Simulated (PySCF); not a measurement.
**PrH3(NH3): other functionals and bases at one geometry**

The task here is to estimate one member of a computed series from the others.

Computed with PySCF 2.14.0. Level: several levels, as the steps say, no spin–orbit coupling.

1 further run of the same task is left out (for a known fault of the program).

### Starting geometry

8 atoms, charge 0, spin multiplicity 1.

Bond lengths: Pr1–H2 2.117 Å, Pr1–H3 2.117 Å, Pr1–H4 2.117 Å, Pr1–N5 2.633 Å, N5–H6 1.022 Å, N5–H7 1.022 Å, N5–H8 1.022 Å. Angles: H2–Pr1–H3 117.7°, H2–Pr1–H4 117.7°, H2–Pr1–N5 98.8°, H3–Pr1–H4 117.7°, H3–Pr1–N5 98.8°, H4–Pr1–N5 98.8°, Pr1–N5–H6 112.6°, Pr1–N5–H7 112.6°, Pr1–N5–H8 112.6°, H6–N5–H7 106.2°, H6–N5–H8 106.2°, H7–N5–H8 106.2°.

As a file:

```xyz
8
charge 0, multiplicity 1
Pr    0.2584   -0.2584    0.2584
H     1.2998    1.2627    1.2998
H    -1.2627   -1.2998    1.2998
H     1.2998   -1.2998   -1.2627
N    -1.2616    1.2616   -1.2616
H    -1.8739    1.8739   -0.7179
H    -0.7179    1.8739   -1.8739
H    -1.8739    0.7179   -1.8739
```

Formal oxidation states: Pr +3. Each metal's 2 4f electrons lie in its core potential, so multiplicities, spins and levels count the valence alone. An earlier session relaxed this geometry at PBE0, Pr lcecp-1-SVP with ECP48, H def2-SVP, N def2-SVP (singlet, point group C3v).

At PBE0 on the finer grid: E = -91.056166 Eh, HOMO -6.08 eV, LUMO -0.67 eV, Mulliken charge on Pr1 +0.61 e, largest force component 0.002 eV/Å. 

Levels to run: HF; CAM-B3LYP; PBE0, TZVP. Hardware: 2 threads of Arm Neoverse V1, shared host.

Set-up of the first run:

The input, run.py (the lines that set the calculation):

```python
mol = gto.M(atom='''
Pr     0.25835    -0.25835     0.25835
H      1.29983     1.26268     1.29983
H     -1.26268    -1.29983     1.29983
H      1.29983    -1.29983    -1.26268
N     -1.26163     1.26163    -1.26163
H     -1.87392     1.87392    -0.71794
H     -0.71794     1.87392    -1.87392
H     -1.87392     0.71794    -1.87392''',
    basis={'Pr': 'lcecp-1-SVP', 'H': 'def2-SVP', 'N': 'def2-SVP'},
    ecp={'Pr': 'lcecp-1-SVP'},
    charge=0, spin=0)
mf = scf.RHF(mol)
mf = mf.density_fit()  # fitting sets: Pr AutoAux, H def2-universal-JKFIT, N def2-universal-JKFIT
mf.conv_tol = 1e-08; mf.max_cycle = 55
mf.kernel(dm0)  # dm0: the density of the relaxed state
```

Started as:

```
$ OMP_NUM_THREADS=2 python run.py
```

Among the steps run: HF; CAM-B3LYP; PBE0, TZVP.

One table of the session follows, with a row left open; its other results are not shown here.

```
              level  HOMO (eV)  gap (eV)  charge on Pr1 (e)  dipole (D)  largest force component (eV/Å)
PBE0 (relaxed here)      -6.08      5.41               0.61        6.15                            0.00
                 HF      -8.97     10.54               1.02        6.36                            0.57
          CAM-B3LYP          ?         ?                  ?           ?                               ?
         PBE0, TZVP      -6.12      5.33               0.81        6.04                            0.22
```

Q: Estimate the row for CAM-B3LYP from the others.

**Answer.** HOMO (eV): -7.46; gap (eV): 7.63; charge on Pr1 (e): 0.59; dipole (D): 6.25; largest force component (eV/Å): 0.07. In the column «HOMO (eV)» it lies between HF (-8.97) and PBE0, TZVP (-6.12).

In one basis the HOMO–LUMO gap runs from 5.41 eV (PBE0) to 10.54 eV (HF). The largest leftover force, 0.57 eV/Å with HF, stands at a geometry relaxed at another level. With 4f in the core, its levels are missing from HOMO and gap, and its count is fixed, so no charge can pass from the ligands into it. Total energies of different levels can't be compared.
